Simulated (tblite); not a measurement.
# C₁₅H₁₀N₂: excited states

Computed with tblite 0.8.0 and PySCF 2.14.0 and routines of our own; the level stands in each step. Atoms count from 0.

## 1. The system as given

27 atoms, charge 0, multiplicity 1; geometry from: force field or distance geometry start.

## 2. Geometry optimisation with GFN2-xTB

The job: settings as JSON, then the geometry in Å.

```
{"job": {"kind": "relax", "xc": "GFN2-xTB", "basis": "xTB"}, "charge": 0, "multiplicity": 1}
N     -4.417200    -2.533500    -0.668700
C     -3.352900    -2.124400    -0.523300
C     -2.011500    -1.630300    -0.296900
C     -0.971900    -2.486700    -0.157400
C      0.299400    -1.966100     0.063500
C      0.460300    -0.580800     0.097900
N      1.797500    -0.123100     0.310000
C      2.814300    -0.470800    -0.528600
C      3.997800     0.086800    -0.107300
C      3.655200     0.802500     1.044800
C      2.286400     0.657400     1.288100
C     -0.606700     0.274900    -0.052200
C     -0.399100     1.648000     0.007300
C     -1.479000     2.490200    -0.163400
C     -2.762300     2.006900    -0.363800
C     -2.953700     0.616700    -0.402200
C     -1.865000    -0.250600    -0.254300
H     -1.105000    -3.589200    -0.184300
H      1.158400    -2.619200     0.186600
H      2.694400    -1.113500    -1.416200
H      4.926400    -0.023400    -0.592300
H      4.379800     1.371100     1.620500
H      1.754700     1.109900     2.127400
H      0.594900     2.049000     0.156800
H     -1.358600     3.580800    -0.123400
H     -3.622300     2.649100    -0.483700
H     -3.934400     0.194600    -0.572800
```

Launch:

```
$ OMP_NUM_THREADS=2 python excited_run.py task.json out
```

One launch serves the whole session: the jobs run in the order shown.

**Question.** How long does this first job take on 2 threads of Intel Xeon at 2.50GHz, shared host, and how much memory does it need?

About 14 s, with a peak of 0.18 GiB.
